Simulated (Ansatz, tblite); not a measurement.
# Al13As13 zinc blende bond sphere (Al13As13H30): which spin state is lowest

Aim: set other spin states of Al13As13 zinc blende bond sphere (Al13As13H30) against its singlet, on many levels of theory.

Program: Ansatz 0.2.0, Gaussian basis. Level of theory: as each input shows. These are calculated values, not measurements.

Plan: triplet, at the geometry of the singlet (GFN1-xTB, GFN2-xTB, PBE0-D4/def2-TZVP, PBE-D4/def2-TZVP); the singlet's energies come from earlier runs.

1 further run of the same task is left out (set aside as unsound or not needed). Runs told in other sessions of the task aren't counted.

## Step 1: The geometry

The geometry is that of the singlet, from an earlier relaxation (r2SCAN-D4/def2-SVP).

56 atoms, charge 0, spin multiplicity 1.

Bond lengths: Al1–As14 2.489 Å, Al1–As15 2.490 Å, Al1–As17 2.485 Å, Al1–H27 1.586 Å, Al2–As14 2.453 Å, Al2–As16 2.504 Å, Al2–As18 2.492 Å, Al2–H28 1.586 Å, Al3–As14 2.529 Å, Al3–As19 2.529 Å, Al3–H29 1.591 Å, Al3–H30 1.595 Å, Al4–As17 2.485 Å, Al4–As19 2.489 Å, Al4–As20 2.489 Å, Al4–H31 1.586 Å, Al5–As18 2.492 Å, Al5–As19 2.453 Å and more. Angles: As14–Al1–As15 111.4°, As14–Al1–As17 104.8°, As14–Al1–H27 111.2°, As15–Al1–As17 104.8°, As15–Al1–H27 111.2°, As17–Al1–H27 113.1°, As14–Al2–As16 105.5°, As14–Al2–As18 101.6°, As14–Al2–H28 119.6°, As16–Al2–As18 103.8°, As16–Al2–H28 111.1°, As18–Al2–H28 113.6°, As14–Al3–As19 96.2°, As14–Al3–H29 109.2°, As14–Al3–H30 107.8°, As19–Al3–H29 109.2°, As19–Al3–H30 107.8°, H29–Al3–H30 123.2° and more.

## Step 2: Triplet at the fixed geometry, GFN1-xTB

Tight binding, by tblite at 300 K electronic temperature and without a spin-polarisation term:

```python
tblite.interface.Calculator('GFN1-xTB', numbers, positions, charge=0, uhf=2).singlepoint()
```

Energy -1744.9809 eV; 1.2 s.

## Step 3: Triplet at the fixed geometry, GFN2-xTB

Tight binding, by tblite at 300 K electronic temperature and without a spin-polarisation term:

```python
tblite.interface.Calculator('GFN2-xTB', numbers, positions, charge=0, uhf=2).singlepoint()
```

Energy -1633.7879 eV; 1.2 s.

## Step 4: Triplet at the fixed geometry, PBE0-D4/def2-TZVP

Contents of in.yaml:

```yaml
crystal:
  periodic: [false, false, false]
  atoms:
    - {symbol: Al, position_ang: [-2.188682, -2.187170, -0.661131]}
    - {symbol: Al, position_ang: [-2.283073, 0.817408, -3.622069]}
    - {symbol: Al, position_ang: [-5.202579, 0.779443, -0.774241]}
    - {symbol: Al, position_ang: [-2.185552, 0.664976, 2.188721]}
    - {symbol: Al, position_ang: [-2.279800, 3.625153, -0.816510]}
    - {symbol: Al, position_ang: [0.813697, -2.282170, -3.623736]}
    - {symbol: Al, position_ang: [0.775246, -5.203660, -0.776967]}
    - {symbol: Al, position_ang: [0.664116, -2.187629, 2.187369]}
    - {symbol: Al, position_ang: [3.622458, -2.282350, -0.819184]}
    - {symbol: Al, position_ang: [0.666565, 0.666229, -0.667389]}
    - {symbol: Al, position_ang: [0.820320, 3.624544, 2.279401]}
    - {symbol: Al, position_ang: [3.625420, 0.816619, 2.278134]}
    - {symbol: Al, position_ang: [0.780935, 0.777582, 5.201745]}
    - {symbol: As, position_ang: [-3.517521, -0.607101, -2.052190]}
    - {symbol: As, position_ang: [-0.610378, -3.516817, -2.053616]}
    - {symbol: As, position_ang: [-0.723617, -0.720672, -4.836032]}
    - {symbol: As, position_ang: [-0.733943, -0.733928, 0.734955]}
    - {symbol: As, position_ang: [-0.787610, 2.083029, -2.082706]}
    - {symbol: As, position_ang: [-3.514539, 2.056727, 0.609349]}
    - {symbol: As, position_ang: [-0.604089, 2.056133, 3.515831]}
    - {symbol: As, position_ang: [-0.717580, 4.838277, 0.719527]}
    - {symbol: As, position_ang: [2.081128, -0.788318, -2.084208]}
    - {symbol: As, position_ang: [2.054237, -3.517125, 0.606869]}
    - {symbol: As, position_ang: [2.057180, -0.607985, 3.514572]}
    - {symbol: As, position_ang: [4.837058, -0.721064, 0.716519]}
    - {symbol: As, position_ang: [2.084101, 2.082584, 0.785007]}
    - {symbol: H, position_ang: [-3.132130, -3.130468, 0.196788]}
    - {symbol: H, position_ang: [-3.080006, 1.740372, -4.635543]}
    - {symbol: H, position_ang: [-6.047326, -0.172978, 0.180345]}
    - {symbol: H, position_ang: [-5.869488, 1.804018, -1.799147]}
    - {symbol: H, position_ang: [-3.129255, -0.190992, 3.133570]}
    - {symbol: H, position_ang: [-3.076626, 4.638995, -1.739188]}
    - {symbol: H, position_ang: [1.735442, -3.079176, -4.638302]}
    - {symbol: H, position_ang: [-0.177873, -6.047627, 0.177607]}
    - {symbol: H, position_ang: [1.798882, -5.871232, -1.802366]}
    - {symbol: H, position_ang: [-0.192551, -3.131030, 3.131855]}
    - {symbol: H, position_ang: [4.635694, -3.079141, -1.742583]}
    - {symbol: H, position_ang: [1.744346, 4.637996, 3.075172]}
    - {symbol: H, position_ang: [4.640116, 1.739311, 3.073854]}
    - {symbol: H, position_ang: [-0.173142, -0.175549, 6.046281]}
    - {symbol: H, position_ang: [1.806379, 1.801480, 5.868855]}
    - {symbol: H, position_ang: [-4.345184, -1.482391, -2.970093]}
    - {symbol: H, position_ang: [-1.486861, -4.343192, -2.971527]}
    - {symbol: H, position_ang: [-1.551289, -1.547450, -5.792151]}
    - {symbol: H, position_ang: [0.055241, 0.058276, -5.871443]}
    - {symbol: H, position_ang: [0.106625, 2.945569, -2.947254]}
    - {symbol: H, position_ang: [-4.340449, 2.975470, 1.485420]}
    - {symbol: H, position_ang: [-1.478840, 2.974860, 4.343153]}
    - {symbol: H, position_ang: [-1.543600, 5.795340, 1.546846]}
    - {symbol: H, position_ang: [0.061544, 5.872696, -0.060446]}
    - {symbol: H, position_ang: [2.944227, 0.105618, -2.948494]}
    - {symbol: H, position_ang: [2.973223, -4.343730, 1.482008]}
    - {symbol: H, position_ang: [2.976153, -1.483544, 4.340754]}
    - {symbol: H, position_ang: [5.794851, -1.547597, 1.542498]}
    - {symbol: H, position_ang: [5.870868, 0.058151, -0.064198]}
    - {symbol: H, position_ang: [2.947491, 2.945202, -0.110272]}
basis:
  gaussian: {orbitals: def2-TZVP, fitting: {mean_field: def2-universal-jkfit}}
magnetization: {spin_polarized: true, initial_magnetization: 2}
hamiltonian: {xc: pbe0, dispersion: d4}
scf: {omitted_lower_state_checks: [starts]}
output: {orbitals: {seedname: orbitals}}
```

The run is started by

```
$ ansatz run in.yaml --threads 11 --pin off --events-out ev --progress --plain --max-ram 110592MiB --backend cuda --devices 0, --max-vram 75GiB
```

Standard output:

```text
Functional definition: PBE0
  name "PBE0"
  cite "Adamo & Barone, J. Chem. Phys. 110, 6158 (1999) doi:10.1063/1.478522"
  cite "Perdew, Burke & Ernzerhof, Phys. Rev. Lett. 77, 3865 (1996) doi:10.1103/PhysRevLett.77.3865"
  parent pbe
  parameter a = 0.25
  parameter kappa = 0.804
  parameter beta = 0.06672455060314922
  exchange = (1 - a)*pbe_x(kappa = kappa, mu = beta*pi^2/3) + a*exact_x
  correlation = pbe_c(beta = beta)
these checks for a lower state are left out or cut short: starts
5662 factors; integrals over basis functions are off by at most 6.7e-1 eV
mean field evaluation 1: about -877066.7005 eV, gradient 3.2e1 eV
mean field evaluation 2: about -877065.1466 eV, gradient 3.2e1 eV
mean field evaluation 4: about -877071.1918 eV, gradient 9.0e0 eV
mean field evaluation 8: about -877071.8938 eV, gradient 8.7e-1 eV
mean field evaluation 16: about -877071.8897 eV, gradient 3.1e-2 eV
mean field evaluation 32: about -877071.8942 eV, gradient 2.7e-5 eV
mean field -877071.89421187 eV, -32231.7976116042 hartree, gradient 4.5e-6 eV, S^2 2.006074; 0 other end points of the search recorded, 0 dependent functions left out
reference -877071.89431975 eV, -32231.7976155685 hartree; 315, 313 occupied and 970, 972 virtual orbitals, 5662 factors
Total energy: -877076.22921916 eV, -32231.9569201836 hartree
Checks for a lower state left out: starts
```

Wall time 74 s (1 × H100 with 11 threads of AMD EPYC 7R13, shared host); peak host memory 2.4 GiB.

HOMO -2.66 eV, LUMO -6.33 eV (over both spins; with the spin held, an empty level of the minority spin lies below the top filled one); ⟨S²⟩ 2.006 (pure: 2.00).

## Step 5: Triplet at the fixed geometry, PBE-D4/def2-TZVP

start.molden holds the orbitals of an earlier run on this state, given as this run's starting guess.

in.yaml: that of step 4 with these lines changed.

```diff
@@ -60,5 +60,5 @@
 basis:
-  gaussian: {orbitals: def2-TZVP, fitting: {mean_field: def2-universal-jkfit}}
+  gaussian: {orbitals: def2-TZVP, fitting: {mean_field: def2-universal-jkfit}, initial_orbitals: start.molden}
 magnetization: {spin_polarized: true, initial_magnetization: 2}
-hamiltonian: {xc: pbe0, dispersion: d4}
+hamiltonian: {xc: pbe, dispersion: d4}
 scf: {omitted_lower_state_checks: [starts]}
```

Launched as before.

Standard output:

```text
Functional definition: PBE
  name "PBE"
  cite "Perdew, Burke & Ernzerhof, Phys. Rev. Lett. 77, 3865 (1996) doi:10.1103/PhysRevLett.77.3865"
  parent pbe
  parameter kappa = 0.804
  parameter beta = 0.06672455060314922
  exchange = pbe_x(kappa = kappa, mu = beta*pi^2/3)
  correlation = pbe_c(beta = beta)
these checks for a lower state are left out or cut short: starts
5662 factors; integrals over basis functions are off by at most 6.7e-1 eV
mean field evaluation 1: about -877038.4763 eV, gradient 2.5e1 eV
mean field evaluation 2: about -877039.4294 eV, gradient 1.2e0 eV
mean field evaluation 4: about -877039.4568 eV, gradient 2.1e-1 eV
mean field evaluation 8: about -877039.4199 eV, gradient 1.9e0 eV
mean field evaluation 16: about -877039.4646 eV, gradient 2.1e-3 eV
mean field -877039.46458591 eV, -32230.6058448315 hartree, gradient 2.4e-6 eV, S^2 2.002223; 0 other end points of the search recorded, 0 dependent functions left out
reference -877039.46473279 eV, -32230.6058502292 hartree; 315, 313 occupied and 970, 972 virtual orbitals, 5662 factors
Total energy: -877044.17548146 eV, -32230.7789670500 hartree
Checks for a lower state left out: starts
```

Run time: 30 s. Hardware: 1 × H100 with 11 threads of AMD EPYC 7R13, shared host; peak host memory 2.3 GiB.

Report: HOMO -2.43 eV, LUMO -6.26 eV (over both spins; with the spin held, an empty level of the minority spin lies below the top filled one); ⟨S²⟩ 2.002 (pure: 2.00).

## Step 6: Triplet less singlet, vertical

The singlet's energies are those of its earlier runs, whose logs aren't repeated here.

```tsv
level	triplet less singlet, vertical (eV)	time
GFN1-xTB	+3.427	1.9 s
GFN2-xTB	+2.645	2 s
PBE-D4/def2-TZVP	+3.807	37 s
PBE0-D4/def2-TZVP	+4.554	86 s
```

Times add the two runs; a level without a time comes out of a correlated run. Tight binding without a spin term can't rank spin states.

## Step 7: Outcome

| quantity | value |
| --- | --- |
| triplet less singlet, vertical, functionals in def2-TZVP | +3.807 (PBE-D4) to +4.554 eV (PBE0-D4) |

**Reading.** All functionals put the triplet above the singlet, over a spread of 0.746 eV. The checks for a lower triplet were left out, so another state of that spin may lie lower. These are electronic energies, without zero-point motion, entropy or surroundings.
